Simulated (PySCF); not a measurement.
# AsH: bond curves at several levels of theory

One table from this session's results is given with a row withheld; the runs are named, their logs left out.

The runs use PySCF 2.14.0; As aug-cc-pVDZ-PP with ECP10, H aug-cc-pVDZ, scalar-relativistic core potentials.

The first run:

Settings of the job:

```json
{"atoms": "As, H", "charge": "0", "basis": "As aug-cc-pVDZ-PP with ECP10, H aug-cc-pVDZ", "Hamiltonian": "scalar-relativistic core potentials", "basis functions": "41", "electrons treated": "24", "masses in u": "74.9216, 1.0078", "levels": "PBE0, PBE, r²SCAN, BP86, B2PLYP, revPBE, HF, MP2, SCS-MP2, CCSD, CCSD(T)", "grid": "80 radial by 434 angular points", "occupations": "held fixed by the projection of orbital angular momentum", "dissociation limit": "As + H, each in its ground configuration", "starting distance in angstrom": "1.495", "values of 2S to try": "0, 2, 4"}
```

The run is started by

```console
OMP_NUM_THREADS=1 python dia.py task.json out
```

Among the steps run: Set-up; PBE0 along the bond; Excited determinants; PBE; r²SCAN; BP86; B2PLYP (double hybrid); revPBE (GGA); UHF (mean field); Correlated methods on the Hartree–Fock reference.

One of the session's tables, all rows but one given; the rest of the session is left out.

Energy (eV) from each level's lowest point:

| R (Å) | UHF | UHF-MP2 | UHF-SCS-MP2 | UHF-CCSD | UHF-CCSD(T) |
| --- | --- | --- | --- | --- | --- |
| 1.324 | 0.487 | 0.502 | 0.516 | n/a | n/a |
| 1.386 | 0.204 | 0.218 | 0.229 | 0.241 | 0.246 |
| 1.448 | 0.051 | 0.061 | 0.067 | 0.076 | 0.079 |
| 1.494 | 0.003 | 0.008 | 0.012 | 0.016 | 0.018 |
| 1.540 | 0.000 | 0.000 | 0.000 | 0.000 | 0.000 |
| 1.586 | ? | ? | ? | ? | ? |
| 1.648 | 0.124 | 0.108 | 0.101 | 0.088 | 0.084 |
| 1.725 | 0.290 | 0.262 | 0.251 | 0.225 | 0.217 |
| 1.817 | 0.538 | 0.501 | 0.489 | 0.436 | 0.423 |
| 1.940 | 0.890 | 0.903 | 0.906 | n/a | n/a |

Q: Estimate the row for R (Å) = 1.586 from the others.

Worked estimate for «UHF». A straight line through the neighbours (1.540, 0.000) and (1.648, 0.124) gives 0.000 + (0.124 − 0.000) × (1.586 − 1.540) / (1.648 − 1.540) = 0.053; a parabola fitted to 4 rows on both sides gives 0.036.

As computed: UHF: 0.034; UHF-MP2: 0.028; UHF-SCS-MP2: 0.024; UHF-CCSD: 0.019; UHF-CCSD(T): 0.018. In «UHF» the line misses by +0.019 and the parabola by +0.002.

State 3 has its PBE0 minimum 1.48 eV higher. The other levels ran on the lowest alone.
